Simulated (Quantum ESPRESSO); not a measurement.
Ag, 5 atoms in the cell. The cell holds a slab with vacuum, 5 atoms: a = 2.889 Å, b = 2.889 Å, c = 24.437 Å, α = 90.00°, β = 90.00°, γ = 120.00°. 

* Program: Quantum ESPRESSO 7.5
* Task: work function
* Functional: RPBE
* Potentials or basis: SG15 PBE 1.2
* Cutoff: 952 eV
* Density cutoff: 3810 eV
* k mesh: 7 × 7 × 1
* Occupations: fermi-dirac, width 0.05 eV
* Spin: no spin polarisation
* Boundary across the vacuum: none
* Mixing mode: local-TF
* Mixing beta: 0.3
* Most SCF iterations: 150
* SCF threshold: 5e-09 Ry

Potentials or basis: SG15 PBE 1.2.

Command:

```console
$ OMP_NUM_THREADS=1 mpirun -n 2 pw.x -nk 2 -in pw.in > pw.out
$ OMP_NUM_THREADS=1 mpirun -n 1 pp.x -in pp_density.in > pp_density.out
$ OMP_NUM_THREADS=1 mpirun -n 1 pp.x -in pp_potential.in > pp_potential.out
$ OMP_NUM_THREADS=1 mpirun -n 1 pp.x -in pp_elf.in > pp_elf.out
```

Hardware: 2 MPI ranks on Arm Neoverse V2, with other jobs on the host.

Question: How long does it take, and how much memory?

Answer: It took 100 s on 2 MPI ranks on Arm Neoverse V2, on a shared host, peak memory 0.44 GiB a rank. Counts: scf iterations 17, k pools 2, bands 61, k points 8, g dense 94571.
